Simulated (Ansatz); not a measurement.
**C4H3F7: up Jacob's ladder to CCSD(T)**

An exercise on one series of results from a longer session: the logs are not shown, and one member is left open.

Method: functionals in def2-TZVPP, the program's frozen cores in correlated methods; program: Ansatz 0.2.0, Gaussian basis.

The runs, in order: LDA (SPW92), PBE-D4, revPBE-D4, BLYP-D4, r2SCAN-D4, B97M-V, PBE0-D4, B3LYP-D4, r2SCANh-D4, r2SCAN0-D4, HSE06-D4, BHLYP-D4, CAM-B3LYP-D4, LC-ωPBE, ωB97X-V, ωB97M-V, B2PLYP, PBE-QIDH; CCSD(T)/def2-SVP; CCSD(T)/def2-TZVPP; MP2/def2-QZVPP; extrapolation to the limit; RPA on PBE.

**The geometry**

All runs share one geometry, relaxed beforehand with PBE0-D4 in a triple-zeta def2 set.

SMILES `FC(F)CC(F)(F)C(F)(F)F`, 14 atoms, charge 0, spin multiplicity 1.

Atoms are counted from 1 here; the program's logs count them from 0.

Bond lengths: F1–C2 1.354 Å, C2–F3 1.356 Å, C2–C4 1.513 Å, C2–H12 1.094 Å, C4–C5 1.511 Å, C4–H13 1.091 Å, C4–H14 1.092 Å, C5–F6 1.353 Å, C5–F7 1.350 Å, C5–C8 1.546 Å, C8–F9 1.326 Å, C8–F10 1.329 Å, C8–F11 1.330 Å. Angles: F1–C2–F3 107.1°, F1–C2–C4 110.6°, F1–C2–H12 108.3°, F3–C2–C4 108.4°, F3–C2–H12 108.2°, C4–C2–H12 114.0°, C2–C4–C5 116.2°, C2–C4–H13 109.0°, C2–C4–H14 108.0°, C5–C4–H13 109.6°, C5–C4–H14 105.3°, H13–C4–H14 108.4°, C4–C5–F6 110.2°, C4–C5–F7 108.3°, C4–C5–C8 116.9°, F6–C5–F7 107.7°, F6–C5–C8 106.8°, F7–C5–C8 106.7° and more.

The first run:

File in.yaml:

```yaml
crystal:
  periodic: [false, false, false]
  atoms:
    - {symbol: F, position_ang: [-1.514496, -1.042852, 1.194507]}
    - {symbol: C, position_ang: [-0.818657, 0.086869, 1.463541]}
    - {symbol: F, position_ang: [-0.680423, 0.159252, 2.810965]}
    - {symbol: C, position_ang: [0.560135, 0.021664, 0.844778]}
    - {symbol: C, position_ang: [0.660919, 0.433373, -0.605403]}
    - {symbol: F, position_ang: [0.237514, 1.709335, -0.758812]}
    - {symbol: F, position_ang: [1.960049, 0.386382, -0.970278]}
    - {symbol: C, position_ang: [-0.118618, -0.422620, -1.630655]}
    - {symbol: F, position_ang: [0.207721, -0.070194, -2.866123]}
    - {symbol: F, position_ang: [-1.427760, -0.252709, -1.477743]}
    - {symbol: F, position_ang: [0.169825, -1.710334, -1.465140]}
    - {symbol: H, position_ang: [-1.414003, 0.943675, 1.135233]}
    - {symbol: H, position_ang: [0.958256, -0.986587, 0.967696]}
    - {symbol: H, position_ang: [1.206439, 0.715546, 1.386334]}
basis:
  gaussian: {orbitals: def2-TZVPP}
hamiltonian: {xc: lda}
output: {orbitals: {seedname: orbitals}}
```

Command:

```bash
> ansatz run in.yaml --threads 4 --pin off --events-out ev --progress --plain --max-ram 63488MiB --backend cuda --devices 0, --max-vram 37GiB
```

Steps of the session up to this table: LDA; PBE-D4 (GGA); revPBE-D4 (GGA); BLYP-D4 (GGA); r2SCAN-D4 (meta-GGA); B97M-V (meta-GGA); PBE0-D4 (hybrid); B3LYP-D4 (hybrid); r2SCANh-D4 (hybrid); r2SCAN0-D4 (hybrid); HSE06-D4 (hybrid); BHLYP-D4 (hybrid); CAM-B3LYP-D4 (range-separated); LC-ωPBE (range-separated); ωB97X-V (range-separated); ωB97M-V (range-separated); B2PLYP (double hybrid); PBE-QIDH (double hybrid).

One table of the session follows, with a row left open; its other results are not shown here.

It belongs to the step «Frontier levels by functional». 

```
  functional  HOMO (eV)  LUMO (eV)  gap (eV)
 LDA (SPW92)      -8.61      -0.15      8.46
      PBE-D4      -8.42       0.22      8.64
   revPBE-D4      -8.33       0.37      8.70
     BLYP-D4      -8.39       0.29      8.69
   r2SCAN-D4      -8.85       0.63      9.48
      B97M-V      -9.02       0.57      9.59
     PBE0-D4     -10.26       1.29     11.55
    B3LYP-D4     -10.04       0.94     10.99
  r2SCANh-D4      -9.53       1.02     10.56
  r2SCAN0-D4          ?          ?         ?
    HSE06-D4      -9.85       0.91     10.75
    BHLYP-D4     -12.09       2.04     14.12
CAM-B3LYP-D4     -11.83       2.17     14.00
     LC-ωPBE     -13.08       3.53     16.62
     ωB97X-V     -12.77       3.34     16.12
     ωB97M-V     -12.69       2.92     15.61
```

**Question.** Estimate the row for r2SCAN0-D4.

Worked estimate for «HOMO (eV)». Against the share of exact exchange, r2SCAN-D4 (0, -8.85), r2SCANh-D4 (0.1, -9.53) give a slope of -6.80 per unit share; at 0.25 the line stands at -10.55.

The run gave: HOMO (eV): -10.56; LUMO (eV): 1.59; gap (eV): 12.14. In «HOMO (eV)» the line misses by +0.01.
